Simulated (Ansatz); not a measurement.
# C₂H₇AlOSi: a ladder of functionals and wavefunction methods

An exercise on one series of results from a longer session: the logs are not shown, and one member is left open.

Program: Ansatz 0.2.0, Gaussian basis. Level of theory: functionals in def2-TZVPP, the program's frozen cores in correlated methods. These are calculated values, not measurements.

The runs, in order: LDA (SPW92), PBE-D4, revPBE-D4, BLYP-D4, r2SCAN-D4, B97M-V, PBE0-D4, B3LYP-D4, r2SCANh-D4, r2SCAN0-D4, HSE06-D4, BHLYP-D4, CAM-B3LYP-D4, LC-ωPBE, ωB97X-V, ωB97M-V, B2PLYP, PBE-QIDH; CCSD(T)/def2-SVP; CCSD(T)/def2-TZVPP; MP2/def2-QZVPP; extrapolation to the limit; RPA on PBE.

## Structure used throughout

All runs share one geometry, relaxed beforehand with PBE0-D4 in a triple-zeta def2 set.

SMILES `[CH3][Al]1[O][CH]1[SiH3]`, 12 atoms, charge 0, spin multiplicity 1.

Atoms are counted from 1 here; the program's logs count them from 0.

Bond lengths: C1–Al2 1.931 Å, C1–H6 1.093 Å, C1–H7 1.091 Å, C1–H8 1.093 Å, Al2–O3 1.707 Å, Al2–C4 1.887 Å, O3–C4 1.510 Å, C4–Si5 1.856 Å, C4–H9 1.093 Å, Si5–H10 1.493 Å, Si5–H11 1.491 Å, Si5–H12 1.491 Å. Angles: Al2–C1–H6 110.0°, Al2–C1–H7 112.0°, Al2–C1–H8 110.3°, H6–C1–H7 108.3°, H6–C1–H8 107.7°, H7–C1–H8 108.4°, C1–Al2–O3 141.0°, C1–Al2–C4 169.7°, O3–Al2–C4 49.4°, Al2–O3–C4 71.6°, Al2–C4–O3 59.1°, Al2–C4–Si5 122.4°, Al2–C4–H9 120.1°, O3–C4–Si5 113.5°, O3–C4–H9 111.7°, Si5–C4–H9 115.1°, C4–Si5–H10 109.2°, C4–Si5–H11 109.5° and more.

As a file:

```mol
C2H7AlOSi
  3D, bonds by distance, orders not assigned

 12 12  0  0  0  0  0  0  0  0999 V2000
   -2.5876   -0.7846    0.1555 C   0  0
   -0.7600   -0.2585    0.4892 Al  0  0
    0.6956   -0.8641    1.1423 O   0  0
    0.9349    0.5504    0.6725 C   0  0
    2.1374    0.6681   -0.7364 Si  0  0
   -2.6136   -1.6261   -0.5419 H   0  0
   -3.1765    0.0305   -0.2683 H   0  0
   -3.0640   -1.1089    1.0843 H   0  0
    1.1326    1.2262    1.5083 H   0  0
    1.6545   -0.1816   -1.8651 H   0  0
    2.2081    2.0783   -1.2144 H   0  0
    3.5154    0.2150   -0.3922 H   0  0
  1  2  8  0
  2  3  8  0
  3  4  8  0
  4  5  8  0
  1  6  8  0
  1  7  8  0
  1  8  8  0
  4  9  8  0
  5 10  8  0
  5 11  8  0
  5 12  8  0
  2  4  8  0
M  END
```

Set-up of the first run:

Input file in.yaml:

```yaml
crystal:
  periodic: [false, false, false]
  atoms:
    - {symbol: C, position_ang: [-2.587587, -0.784570, 0.155528]}
    - {symbol: Al, position_ang: [-0.760037, -0.258511, 0.489196]}
    - {symbol: O, position_ang: [0.695583, -0.864108, 1.142338]}
    - {symbol: C, position_ang: [0.934906, 0.550386, 0.672479]}
    - {symbol: Si, position_ang: [2.137412, 0.668100, -0.736377]}
    - {symbol: H, position_ang: [-2.613569, -1.626079, -0.541878]}
    - {symbol: H, position_ang: [-3.176528, 0.030484, -0.268255]}
    - {symbol: H, position_ang: [-3.063951, -1.108874, 1.084317]}
    - {symbol: H, position_ang: [1.132643, 1.226247, 1.508257]}
    - {symbol: H, position_ang: [1.654511, -0.181572, -1.865103]}
    - {symbol: H, position_ang: [2.208095, 2.078273, -1.214408]}
    - {symbol: H, position_ang: [3.515422, 0.215024, -0.392193]}
basis:
  gaussian: {orbitals: def2-TZVPP}
hamiltonian: {xc: lda}
output: {orbitals: {seedname: orbitals}}
```

Started as:

```console
ansatz run in.yaml --threads 4 --pin off --events-out ev --progress --plain --max-ram 10444MiB
```

Steps of the session up to this table: LDA; PBE-D4 (GGA); revPBE-D4 (GGA); BLYP-D4 (GGA); r2SCAN-D4 (meta-GGA); B97M-V (meta-GGA); B3LYP-D4 (hybrid); r2SCANh-D4 (hybrid); r2SCAN0-D4 (hybrid); HSE06-D4 (hybrid); BHLYP-D4 (hybrid); CAM-B3LYP-D4 (range-separated); LC-ωPBE (range-separated); ωB97X-V (range-separated); ωB97M-V (range-separated); B2PLYP (double hybrid); PBE-QIDH (double hybrid).

One table of the session follows, with a row left open; its other results are not shown here.

It belongs to the step «Orbital energies across the functionals». 

| functional | HOMO (eV) | gap (eV) |
| --- | --- | --- |
| LDA (SPW92) | -5.35 | 3.44 |
| PBE-D4 | -5.19 | 3.47 |
| revPBE-D4 | -5.12 | 3.51 |
| BLYP-D4 | -5.06 | 3.42 |
| r2SCAN-D4 | -5.37 | 4.02 |
| B97M-V | -5.48 | 3.88 |
| PBE0-D4 | ? | ? |
| B3LYP-D4 | -6.17 | 5.00 |
| r2SCANh-D4 | -5.83 | 4.74 |
| r2SCAN0-D4 | -6.51 | 5.80 |
| HSE06-D4 | -5.97 | 4.69 |
| BHLYP-D4 | -7.48 | 7.29 |
| CAM-B3LYP-D4 | -7.71 | 7.67 |
| LC-ωPBE | -9.01 | 10.13 |
| ωB97X-V | -8.68 | 9.63 |
| ωB97M-V | -8.57 | 9.16 |

Q: Estimate the row for PBE0-D4 from the others.

As computed: HOMO (eV): -6.37; gap (eV): 5.46. In the column «HOMO (eV)» it lies between r2SCAN0-D4 (-6.51) and B3LYP-D4 (-6.17).
